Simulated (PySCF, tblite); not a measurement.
# C₃H₈NOSi₂ radical: geometry, infrared bands and EPR parameters

What infrared bands and EPR parameters should C₃H₈NOSi₂ radical (`O=[C]N[SiH]1C[SiH2]C1`) show?

Programs: tblite 0.8.0 and PySCF 2.14.0, with density-fitted response routines of our own. Each step states its level of theory. These are calculated values for one molecule in the gas phase, unless marked as measured. Atoms count from 0, in the outputs and in this text.

**1. Starting geometry**

15 atoms, charge 0, multiplicity 2; geometry from: force field or distance geometry start.

Bonds of the start (Å): O0–C1 1.24, C1–N2 1.42, N2–Si3 1.80, Si3–C4 1.85, C4–Si5 1.86, Si5–C6 1.88, C6–Si3 1.89, N2–H7 1.05, Si3–H8 1.44, C4–H9 1.10, C4–H10 1.10, Si5–H11 1.46, Si5–H12 1.47, C6–H13 1.09, C6–H14 1.11.

**2. Optimising the geometry with GFN2-xTB**

Job settings and geometry (Å):

```
{"job": {"kind": "relax", "xc": "GFN2-xTB", "basis": "xTB"}, "charge": 0, "multiplicity": 2}
O      3.124900     1.579800    -0.590800
C      2.973700     0.881400     0.427600
N      1.856100     0.021800     0.602200
Si     0.557100    -0.091400    -0.640500
C     -0.867700     1.074500    -0.462200
Si    -1.785300    -0.132500     0.610800
C     -0.628000    -1.451500    -0.077600
H      1.796000    -0.535100     1.485100
H      0.965900    -0.287500    -2.005300
H     -1.377300     1.184900    -1.435600
H     -0.641500     2.042100     0.006900
H     -3.176700    -0.363200     0.233400
H     -1.528800     0.185000     2.023800
H     -1.029700    -1.999600    -0.932800
H     -0.243000    -2.100900     0.733100
```

Run with:

```
OMP_NUM_THREADS=1 python probes_run.py task.json out
```

The driver reads the jobs from task.json and runs them one after another.

Output:

```text
step      E/eV     max force
  0    -567.00924    3.932
  1    -567.30652    4.288
  2    -567.41750    1.618
  3    -567.47815    0.678
  4    -567.53771    0.513
  5    -567.58583    0.564
  6    -567.61039    0.404
  7    -567.62391    0.239
  8    -567.63310    0.315
  9    -567.64333    0.258
 10    -567.65168    0.250
 11    -567.65970    0.204
 12    -567.66668    0.219
 13    -567.67203    0.233
 14    -567.67570    0.196
 15    -567.67795    0.147
 16    -567.67969    0.152
 17    -567.68149    0.115
 18    -567.68287    0.109
 19    -567.68361    0.055
 20    -567.68397    0.044
 21    -567.68421    0.046
 22    -567.68448    0.049
 23    -567.68480    0.050
 24    -567.68523    0.068
 25    -567.68582    0.077
 26    -567.68654    0.068
 27    -567.68725    0.075
 28    -567.68780    0.072
 29    -567.68829    0.059
 30    -567.68883    0.068
 31    -567.68943    0.067
 32    -567.68997    0.060
 33    -567.69036    0.045
 34    -567.69063    0.047
 35    -567.69085    0.049
 36    -567.69107    0.037
 37    -567.69127    0.036
 38    -567.69146    0.031
 39    -567.69163    0.030
 40    -567.69179    0.037
 41    -567.69199    0.043
 42    -567.69222    0.045
 43    -567.69248    0.046
 44    -567.69278    0.043
 45    -567.69314    0.058
 46    -567.69363    0.077
 47    -567.69430    0.076
 48    -567.69506    0.060
 49    -567.69574    0.067
 50    -567.69629    0.063
 51    -567.69676    0.069
 52    -567.69719    0.048
 53    -567.69762    0.053
 54    -567.69813    0.051
 55    -567.69874    0.086
 56    -567.69933    0.083
 57    -567.69970    0.043
 58    -567.69989    0.039
 59    -567.70005    0.044
 60    -567.70027    0.062
 61    -567.70056    0.055
 62    -567.70082    0.024
 63    -567.70091    0.029
 64    -567.70098    0.023
 65    -567.70105    0.020
 66    -567.70114    0.030
 67    -567.70125    0.036
 68    -567.70135    0.026
 69    -567.70140    0.014
 70    -567.70143    0.017
 71    -567.70147    0.027
 72    -567.70152    0.031
 73    -567.70157    0.023
 74    -567.70159    0.010
```

Run time: 0.43 s. Hardware: 1 thread of Arm Neoverse V2, shared host.

The steps of the relaxation: (not every step is listed)

```
step  energy from step 0 (eV)  largest force (eV/Å)
   0                   0.0000                3.9315
   1                  -0.2973                4.2881
   2                  -0.4083                1.6175
   3                  -0.4689                0.6779
   4                  -0.5285                0.5126
   5                  -0.5766                0.5639
   6                  -0.6012                0.4042
   7                  -0.6147                0.2393
   8                  -0.6239                0.3148
  14                  -0.6665                0.1962
  20                  -0.6747                0.0436
  26                  -0.6773                0.0679
  32                  -0.6807                0.0603
  38                  -0.6822                0.0306
  44                  -0.6835                0.0434
  50                  -0.6870                0.0635
  56                  -0.6901                0.0832
  62                  -0.6916                0.0236
  68                  -0.6921                0.0264
  69                  -0.6922                0.0144
  70                  -0.6922                0.0172
  71                  -0.6922                0.0269
  72                  -0.6923                0.0311
  73                  -0.6923                0.0228
  74                  -0.6924                0.0099
```

Distances of close pairs at the start and the end, largest changes first:

```
  bond  before (Å)  after (Å)  change (Å)
 C1–N2       1.421      1.324      -0.097
C4–Si5       1.857      1.923      +0.066
Si3–C4       1.850      1.912      +0.062
 O0–C1       1.244      1.202      -0.042
 N2–H7       1.046      1.008      -0.037
Si5–C6       1.885      1.921      +0.036
Si3–C6       1.890      1.913      +0.024
C6–H14       1.108      1.086      -0.022
```

The final coordinates are the input of the step that follows.

**3. Infrared spectrum with GFN2-xTB**

Job settings and geometry (Å):

```
{"job": {"kind": "ir", "xc": "GFN2-xTB", "basis": "xTB"}, "charge": 0, "multiplicity": 2}
O      3.079338     1.675734    -0.677325
C      2.908613     0.893676     0.219516
N      1.936879     0.017014     0.418159
Si     0.547326    -0.169663    -0.678735
C     -0.804871     1.140650    -0.347048
Si    -1.918252    -0.152135     0.540602
C     -0.613558    -1.485672     0.083874
H      1.997028    -0.536542     1.258803
H      1.087486    -0.366821    -2.018504
H     -1.249923     1.552566    -1.248188
H     -0.494704     1.988379     0.257938
H     -3.230137    -0.346375    -0.077084
H     -2.064543     0.064700     1.981899
H     -0.969126    -2.203480    -0.648785
H     -0.215970    -2.064041     0.912969
```

Output:

```text
mode    cm-1     km/mol
  1      20.2      5.96
  2      50.0      2.81
  3     103.4      4.50
  4     165.0      2.67
  5     178.5      2.26
  6     301.3     25.31
  7     358.8      7.83
  8     435.0     35.75
  9     485.0      0.15
 10     522.9     17.98
 11     531.1     62.39
 12     592.1      3.42
 13     603.7     14.53
 14     607.0     78.53
 15     609.2     10.53
 16     678.5      2.08
 17     694.3    161.13
 18     704.0    103.63
 19     729.6    181.54
 20     756.7    271.69
 21     781.8    386.67
 22     796.0     42.89
 23     907.8      0.43
 24     952.4      6.81
 25    1081.9    107.62
 26    1087.3      2.85
 27    1175.5      9.54
 28    1290.7    134.12
 29    1455.4      7.43
 30    1467.3      3.65
 31    1838.0    658.60
 32    2238.7    408.82
 33    2258.5    304.87
 34    2306.9    347.30
 35    3012.1      7.33
 36    3014.8     48.97
 37    3024.1     12.79
 38    3029.2     24.68
 39    3440.8      3.96
```

Wall time 0.45 s (1 thread of Arm Neoverse V2, shared host).

The strongest bands and the atoms that carry them (share of the mass-weighted mode):

```csv
cm⁻¹,km/mol,atoms
694,161.1,"C6 24 %, Si5 15 %, C4 13 %, Si3 11 %"
730,181.5,"N2 22 %, C4 16 %, Si3 14 %"
757,271.7,"H12 34 %, H11 27 %, C6 11 %, Si3 10 %"
782,386.7,"C6 22 %, Si3 20 %, Si5 13 %, C4 13 %"
1838,658.6,"C1 63 %, O0 35 %"
2239,408.8,H12 89 %
2258,304.9,H11 90 %
2307,347.3,H8 96 %
```

**4. g tensor and hyperfine couplings: B3LYP/pcH-1**

Settings changed since step 3:

```diff
@@ -1,2 +1,2 @@
-{"job": {"kind": "ir", "xc": "GFN2-xTB", "basis": "xTB"}, "charge": 0, "multiplicity": 2}
+{"job": {"kind": "epr", "basis": "pcH-1"}, "charge": 0, "multiplicity": 2}
 O      3.079338     1.675734    -0.677325
```

With the program's defaults for keys left out, this is: UKS B3LYP, pcH-1 on C H N O Si, non-relativistic, mean-field spin-orbit, GIAO.

Output:

```text
UKS, coarse grid
  cycle   1  E = -827.93650298  |g| = 6.87e-01
  cycle   2  E = -827.22533301  |g| = 1.47e+00
  cycle   3  E = -828.09418623  |g| = 2.83e-01
  cycle   4  E = -828.12551048  |g| = 7.41e-02
  cycle   5  E = -828.12777161  |g| = 2.24e-02
  cycle   6  E = -828.12799042  |g| = 6.52e-03
  cycle   7  E = -828.12800916  |g| = 2.58e-03
  cycle   8  E = -828.12801264  |g| = 8.92e-04
UKS, final grid
  cycle   1  E = -828.12798758  |g| = 1.38e-03
  cycle   2  E = -828.12798569  |g| = 2.59e-03
  cycle   3  E = -828.12798838  |g| = 4.61e-04
  cycle   4  E = -828.12798846  |g| = 8.05e-05
  cycle   5  E = -828.12798846  |g| = 4.80e-05
  cycle   6  E = -828.12798847  |g| = 1.04e-05
E = -828.12798847 Eh   <S^2> = 0.7527 (exact 0.7500)
g shifts (ppm)      1          2          3
  rmc          -232       -232       -232
  gc             39         15       -141
  oz_so       -3536       -214       2346
  total       -3729       -431       1972
hyperfine (MHz)  atom isotope    a_iso     a_fc   dipolar eigenvalues
    0   17O     -50.80     -50.91   -105.80     50.86     54.94
    1   13C     433.15     433.41    -49.98    -46.11     96.09
    2   14N      56.77      56.80     -5.86     -3.74      9.61
    3  29Si     -33.15     -33.23    -15.44      7.52      7.92
    4   13C       0.20       0.19     -0.56     -0.51      1.07
    5  29Si      -1.14      -1.14     -0.33      0.14      0.18
    6   13C       1.59       1.58     -0.68     -0.59      1.26
    7    1H       9.62       9.64    -10.67     -7.26     17.92
    8    1H       3.28       3.28     -2.41     -1.11      3.52
    9    1H       1.72       1.72     -0.86     -0.61      1.47
   10    1H       2.57       2.57     -1.42     -1.04      2.46
   11    1H       0.57       0.57     -0.33     -0.31      0.64
   12    1H       0.54       0.54     -0.50     -0.43      0.93
   13    1H       3.57       3.57     -0.81     -0.39      1.20
   14    1H       2.25       2.25     -1.16     -0.68      1.84
```

Wall time 80 s (1 thread of Arm Neoverse V2, shared host); peak memory 1 GiB.

Principal g values 1.99859, 2.00189, 2.00429; g(iso) = 2.00159, against 2.00232 for a free electron.

Mean a(iso) over the nuclei that a row names, and the largest dipolar term of the row (other rows stand at the frozen geometry):

```csv
nuclei,isotope,a(iso) (MHz),"a(iso) (G, at g = 2.0023)",largest dipolar term (MHz)
C1,13C,433.1,154.6,96.1
N2,14N,56.8,20.3,9.6
O0,17O,-50.8,-18.1,-105.8
Si3,29Si,-33.2,-11.8,-15.4
H7,1H,9.6,3.4,17.9
H8,1H,3.3,1.2,3.5
"H9, H13",1H,2.6,0.9,1.5
"H10, H14",1H,2.4,0.9,2.5
Si5,29Si,-1.1,-0.4,-0.3
"C4, C6",13C,0.9,0.3,1.3
H11,1H,0.6,0.2,0.6
H12,1H,0.5,0.2,0.9
```

Mulliken spin populations:

O0 0.26; C1 0.67; N2 0.00; Si3 0.07; C4 0.00; Si5 0.00; C6 0.00; H7 0.00; H8 0.00; H9 0.00; H10 0.00; H11 0.00; H12 0.00; H13 0.00; H14 0.00

In first order the couplings over 0.8 MHz of 14N, 1H give 108 distinct lines over 48.7 G, if the averaged nuclei exchange fast; the same motion can average rows kept apart here too.

Orbitals, density, ELF and potential are computed afterwards from the orbital file.

ELF in a plane through or near 5 of the atoms.

Ten even steps from '0' (0.00) to '9' (1.00):
```
0000000000000000000000000000
0000000000000000000000000000
0000000000000000000000000000
0000000000001210000000000000
0000000000016863100000000000
0000122100049997321000000000
0001466410028997553112200000
0003677520003767873257740000
0002467731111457812168851000
0000245255642223247258740000
0000376185784112411023310000
0002688672362124775311000000
0002676368850035665310000000
0000110147730189962100000000
0000000013300399982000000000
0000000000000299971000000000
0000000000000047630000000000
0000000000000000000000000000
0000000000000000000000000000
0000000000000000000000000000
```
The map spans 12.1 Å across and 9.4 Å up, centred on the molecule. Atoms in the plane (x, y in Å): C1 (-3.0, 0.0), N2 (-1.8, -0.6), Si5 (1.9, 0.3), H10 (0.0, 1.9), H14 (0.8, -2.1).

log10 of the density (e/Å³) in the same plane.

Values, 10 rows by 14 columns:
```
-4.0 -4.0 -4.0 -4.0 -4.0 -4.0 -4.0 -4.0 -4.0 -4.0 -4.0 -4.0 -4.0 -4.0
-4.0 -4.0 -4.0 -4.0 -4.0 -3.8 -2.9 -2.6 -2.8 -3.4 -4.0 -4.0 -4.0 -4.0
-4.0 -4.0 -3.2 -2.8 -3.3 -2.7 -1.5 -1.1 -1.6 -2.3 -2.9 -3.4 -4.0 -4.0
-4.0 -2.7 -1.3 -0.8 -1.5 -2.0 -0.7  0.2 -0.5 -1.1 -1.6 -2.2 -3.1 -4.0
-4.0 -2.2 -0.8  0.2 -0.5 -1.1 -0.9 -0.4 -0.2  0.5 -0.5 -1.4 -2.5 -3.8
-4.0 -2.5 -1.1  0.1  0.4  0.5 -0.6 -1.0 -0.5  0.1 -0.7 -1.7 -2.8 -4.0
-4.0 -3.0 -1.8 -1.0 -0.2  0.2 -1.0 -0.8 -0.3 -0.8 -1.5 -2.5 -3.4 -4.0
-4.0 -4.0 -3.2 -2.5 -1.6 -1.4 -1.8 -0.7 -0.2 -1.4 -2.4 -3.6 -4.0 -4.0
-4.0 -4.0 -4.0 -4.0 -3.7 -3.4 -2.9 -2.0 -1.8 -2.5 -3.5 -4.0 -4.0 -4.0
-4.0 -4.0 -4.0 -4.0 -4.0 -4.0 -4.0 -3.8 -3.6 -4.0 -4.0 -4.0 -4.0 -4.0
```
The map spans 12.1 Å across and 9.4 Å up, centred on the molecule. Atoms in the plane (x, y in Å): C1 (-3.0, 0.0), N2 (-1.8, -0.6), Si5 (1.9, 0.3), H10 (0.0, 1.9), H14 (0.8, -2.1).

On the surface of density 0.002 e/bohr³ the electrostatic potential runs, from the 1st to the 99th percentile, from -1.66 V near O0 to 2.08 V near H7.

The spin density lies nearest to C1 58 %; O0 28 %; N2 8 %.

**5. What came out**

| quantity | value |
| --- | --- |
| strongest single infrared mode (GFN2-xTB) | 1838 cm⁻¹, 659 km/mol |
| zero-point energy (GFN2-xTB) | 63.3 kcal/mol |
| g(iso) (B3LYP) | 2.00159 |
| ⟨S²⟩ | 0.753 (exact 0.75) |
| largest a(iso) (averaged by class) | 13C on C1, 433.1 MHz |
| potential on the surface of density 0.002 e/bohr³, 1st and 99th percentile | -1.66 V and 2.08 V |

What this shows: Over 74 steps the energy fell by 0.692 eV; of the close pairs, C1–N2 changed most, 1.421 to 1.324 Å. All 39 modes are real, so the xTB geometry is a minimum. The strongest single mode, at 1838 cm⁻¹, moves mainly C1 and O0. GFN2-xTB is a fitted tight-binding method: band positions and strengths are rough. Its intensities can rank the bands wrongly. The largest share of the spin, 0.67 e, sits on C1. The isotropic g lies 0.7 ppt below the free-electron value. These values are for one conformer; the search (at its own cheap level) found 2 more, at 0.80, 2.91 kcal/mol, and measured spectra average over such forms.
